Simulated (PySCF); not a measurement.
**The bond of CsSe+, level by level**

The task here is to estimate one member of a computed series from the others.

Program: PySCF 2.14.0. Level of theory: Cs def2-SVP with ECP46, Se def2-SVP, scalar-relativistic core potentials. These are calculated values, not measurements.

The first run:

A driver script around PySCF takes these settings:

| Property | Result |
| --- | --- |
| atoms | Cs, Se |
| charge | 1 |
| basis | Cs def2-SVP with ECP46, Se def2-SVP |
| Hamiltonian | scalar-relativistic core potentials |
| basis functions | 56 |
| electrons treated | 42 |
| masses in u | 132.9054, 79.9165 |
| levels | PBE0, PBE, r²SCAN, MN15, B97-3, r²SCAN0, CAM-B3LYP, HF, MP2, SCS-MP2, CCSD, CCSD(T) |
| grid | 80 radial by 434 angular points |
| occupations | held fixed by the projection of orbital angular momentum |
| dissociation limit | Cs+ + Se, each in its ground configuration |
| starting distance in angstrom | 3.420 |
| values of 2S to try | 0, 2 |

Started as:

```bash
> OMP_NUM_THREADS=1 python dia.py task.json out
```

Among the steps run: Input; First curve: PBE0; Other states along the same grid; PBE (GGA); r²SCAN (meta-GGA); MN15 (hybrid meta-GGA); B97-3; r²SCAN0 (hybrid meta-GGA); CAM-B3LYP; UHF; Correlated methods on the Hartree–Fock reference.

One of the session's tables, all rows but one given; the rest of the session is left out.

It belongs to the step «The curves together». Energy (eV) from each level's lowest point:

```
R (Å)    UHF  UHF-MP2  UHF-SCS-MP2  UHF-CCSD  UHF-CCSD(T)
3.337  0.273    0.211        0.222       n/a          n/a
3.492  0.134    0.092        0.099     0.094        0.092
3.647      ?        ?            ?         ?            ?
3.764  0.024    0.008        0.010     0.008        0.008
3.880  0.006    0.000        0.000     0.000        0.000
3.996  0.000    0.002        0.000     0.001        0.002
4.152  0.002    0.013        0.010     0.013        0.014
4.346  0.015    0.035        0.031     0.035        0.037
4.578  0.038    0.065        0.059     0.065        0.068
```

Q: Estimate the row for R (Å) = 3.647 from the others.

Worked estimate for «UHF». A straight line through the neighbours (3.492, 0.134) and (3.764, 0.024) gives 0.134 + (0.024 − 0.134) × (3.647 − 3.492) / (3.764 − 3.492) = 0.071; a parabola fitted to 4 rows on both sides gives 0.053.

The run gave: UHF: 0.056; UHF-MP2: 0.030; UHF-SCS-MP2: 0.033; UHF-CCSD: 0.031; UHF-CCSD(T): 0.030. In «UHF» the line misses by +0.015 and the parabola by -0.003.
